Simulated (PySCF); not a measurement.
# C2H7BO: the cost of one run

Programs: PySCF 2.14.0, with density-fitted response routines of our own. Each step states its level of theory. These are calculated values for one molecule in the gas phase, unless marked as measured. Atoms are numbered from 0 throughout.

### 1 The molecule as given

11 atoms, charge 0, multiplicity 1; geometry from: GFN2-xTB. The atoms were then displaced at random by about 0.01 Å, so the start is not that level's minimum.

Bonds of the start (Å): B0–C1 1.59, C1–O2 1.43, O2–C3 1.35, B0–H4 1.17, B0–H5 1.15, C1–H6 1.11, C1–H7 1.10, C3–H8 1.12, C3–H9 1.11, C3–H10 1.11.

### 2 Geometry optimisation at PBE0-D3(BJ)/def2-SVP

Job settings and geometry (Å):

```
{"job": {"xc": "PBE0", "basis": "def2-SVP", "d3": "d3bj", "grid": 1, "shake": 0.01, "kind": "geom"}, "charge": 0, "multiplicity": 1}
B      2.031950     0.062590    -0.193490
C      0.551070     0.092780     0.387610
O     -0.481670    -0.178090    -0.565190
C     -1.715400    -0.155900    -0.006420
H      2.194700    -0.135680    -1.336760
H      2.888090     0.310100     0.535010
H      0.368480     1.073290     0.867200
H      0.504650    -0.625880     1.214010
H     -1.858870    -0.908510     0.806540
H     -1.992860     0.823210     0.432490
H     -2.452020    -0.383740    -0.801870
```

Command:

```
OMP_NUM_THREADS=1 python probes_run.py task.json out
```

One launch serves the whole session: the jobs run in the order shown.

Q: Estimate the wall time and peak memory of this first job on 1 thread of Arm Neoverse V1, shared host.

About 16 s, with a peak of 0.38 GiB.
